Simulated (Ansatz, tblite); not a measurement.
# Ge(SiH3)2H2 (Si₂GeH₈): rung by rung

Aim: run the singlet of Ge(SiH3)2H2 (Si₂GeH₈) at one geometry on many levels, and compare frontier levels, spin and run time.

Method: as each input shows; program: Ansatz 0.2.0, Gaussian basis.

The runs, in order: GFN1-xTB, GFN2-xTB, PBE-D4/def2-TZVP, r2SCAN-D4/def2-TZVP, HF/def2-TZVP, ωB97X-V/def2-TZVP, CAM-B3LYP-D4/def2-TZVP, PBE-D4/def2-SVP, PBE0-D4/def2-SVP, HF/STO-3G, CCSD(T)/def2-TZVP, RPA/def2-TZVP.

2 further runs of the same task are left out: 2 set aside as unsound or not needed.

## 1. The geometry

The geometry is that of the singlet, from an earlier relaxation (PBE-D4/def2-SVP).

11 atoms, charge 0, spin multiplicity 1.

Bond lengths: Ge1–Si2 2.394 Å, Ge1–Si3 2.394 Å, Ge1–H10 1.555 Å, Ge1–H11 1.555 Å, Si2–H4 1.505 Å, Si2–H5 1.505 Å, Si2–H6 1.505 Å, Si3–H7 1.505 Å, Si3–H8 1.505 Å, Si3–H9 1.505 Å. Angles: Si2–Ge1–Si3 110.4°, Si2–Ge1–H10 109.7°, Si2–Ge1–H11 109.7°, Si3–Ge1–H10 109.7°, Si3–Ge1–H11 109.7°, H10–Ge1–H11 107.5°, Ge1–Si2–H4 109.6°, Ge1–Si2–H5 111.3°, Ge1–Si2–H6 109.7°, H4–Si2–H5 108.8°, H4–Si2–H6 108.6°, H5–Si2–H6 108.8°, Ge1–Si3–H7 109.7°, Ge1–Si3–H8 109.6°, Ge1–Si3–H9 111.3°, H7–Si3–H8 108.6°, H7–Si3–H9 108.8°, H8–Si3–H9 108.8°.

PBE0-D4/def2-TZVP was run before; its log isn't repeated, and its numbers join the tables.

## 2. GFN1-xTB

Tight binding, by tblite at 300 K electronic temperature and without a spin-polarisation term:

```python
tblite.interface.Calculator('GFN1-xTB', numbers, positions, charge=0, uhf=0).singlepoint()
```

Energy -263.3993 eV, HOMO -11.44 eV, LUMO -7.32 eV; 0.007 s.

## 3. GFN2-xTB

Tight binding, by tblite at 300 K electronic temperature and without a spin-polarisation term:

```python
tblite.interface.Calculator('GFN2-xTB', numbers, positions, charge=0, uhf=0).singlepoint()
```

Energy -257.3247 eV, HOMO -9.85 eV, LUMO -5.52 eV; 0.005 s.

## 4. PBE-D4/def2-TZVP

start.molden holds the orbitals of an earlier run on this state, given as this run's starting guess.

in.yaml reads:

```yaml
crystal:
  periodic: [false, false, false]
  atoms:
    - {symbol: Ge, position_ang: [-0.809080, 0.032293, -0.574795]}
    - {symbol: Si, position_ang: [-0.834728, -0.026658, 1.818296]}
    - {symbol: Si, position_ang: [1.442985, 0.002358, -1.386161]}
    - {symbol: H, position_ang: [-0.153846, -1.279544, 2.300787]}
    - {symbol: H, position_ang: [-2.242904, -0.003806, 2.349673]}
    - {symbol: H, position_ang: [-0.091178, 1.163976, 2.362051]}
    - {symbol: H, position_ang: [2.135548, -1.247060, -0.911356]}
    - {symbol: H, position_ang: [2.188566, 1.196789, -0.853642]}
    - {symbol: H, position_ang: [1.481481, 0.037040, -2.890540]}
    - {symbol: H, position_ang: [-1.530334, 1.315116, -1.076047]}
    - {symbol: H, position_ang: [-1.586500, -1.190504, -1.138266]}
basis:
  gaussian: {orbitals: def2-TZVP, initial_orbitals: start.molden}
hamiltonian: {xc: pbe, dispersion: d4}
scf: {omitted_lower_state_checks: [starts]}
output: {forces: true, orbitals: {seedname: orbitals}}
```

Launch:

```console
$ ansatz run in.yaml --threads 2 --pin off --events-out ev --progress --plain --max-ram 4352MiB
```

The runs that follow: r2SCAN-D4/def2-TZVP; HF/def2-TZVP; ωB97X-V/def2-TZVP; CAM-B3LYP-D4/def2-TZVP; PBE-D4/def2-SVP; PBE0-D4/def2-SVP; HF/STO-3G; CCSD(T)/def2-TZVP; RPA/def2-TZVP.

Before running them: what should the planned runs give, taken together? Wanted: gap in def2-TZVP, named functionals and Hartree-Fock, smallest and largest; correlation energy, CCSD(T)/def2-TZVP; binding an atom, CCSD(T)/def2-TZVP; PBE0 total energy, smallest basis above largest.

As calculated:

| quantity | value |
| --- | --- |
| gap in def2-TZVP, named functionals and Hartree-Fock, smallest and largest | 5.92 eV (PBE-D4), 13.19 eV (HF) |
| correlation energy, CCSD(T)/def2-TZVP | -15.78 eV |
| binding an atom, CCSD(T)/def2-TZVP | 2.760 eV |
| PBE0 total energy, smallest basis above largest | 12.65 eV (def2-SVP, def2-TZVP) |

In words: Over the named functionals and Hartree-Fock in def2-TZVP the gap runs from 5.92 eV (PBE-D4) to 13.19 eV (HF); exact exchange widens it. A small miss in a minimal or small basis is a cancelling of errors, not accuracy. The functionals in def2-TZVP miss CCSD(T)/def2-TZVP by +0.049 (PBE-D4) to +0.133 eV (ωB97X-V) an atom. The reference is CCSD(T) in one finite basis, so it carries an error of its own, often a tenth of an eV or more, and near misses can't be ranked.
